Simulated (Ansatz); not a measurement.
# WC: the cost of one run

Program: Ansatz 0.2.0. Level of theory: DFT PBEsol, scalar-relativistic, plane waves, PAW. These are calculated values, not measurements.

## (1) The structure to begin with

Symmetry: P-6m2, No. 187, hexagonal system. The conventional cell has a = 2.906 Å, b = 2.906 Å, c = 2.837 Å, α = 90.00°, β = 90.00°, γ = 120.00°. W (site symmetry -6m2) has 6 C at 2.20 Å as nearest neighbours. C (site symmetry -6m2) has 6 W at 2.20 Å as nearest neighbours.

As a file:

```xyz
2
Lattice="2.9060 0.0000 0.0000 -1.4530 2.5167 0.0000 0.0000 0.0000 2.8370" Properties=species:S:1:pos:R:3 pbc="T T T"
W     0.0000    0.0000    0.0000
C     0.0000    1.6778    1.4185
```

## (2) Relaxing cell and atoms: WC, no spin

The input, input.yaml:

```yaml
crystal:
  lattice:
    - [2.906, 0.0, 0.0]
    - [-1.453, 2.51666982, 0.0]
    - [0.0, 0.0, 2.837]
  atoms:
    - { symbol: W, position: [0.0, 0.0, 0.0] }
    - { symbol: C, position: [0.3333333333, 0.6666666667, 0.5] }
scf:
  occupations: { method: gaussian, width: 0.1 }
output:
  forces: true
  stress: true
  eigenvalues: true
  write_density: true
  write_potential: true
  elf: true
  volumetric_format: npy
hamiltonian:
  xc: pbesol
relax:
  f_tol: 0.003
  max_steps: 60
  cell: { stress_tol: 0.02 }
kpoints:
  mp_grid: { grid: [18, 18, 18] }
```

Run with:

```sh
> ansatz run input.yaml --threads 8 --pin off --max-ram 24576MiB --backend cpu --events-out ev --progress --plain --runs-dir out
```

What time and memory should one allow on 8 threads of AMD EPYC 9R14 (Zen 4), shared host?

About 6 s, with a peak of 0.56 GiB.
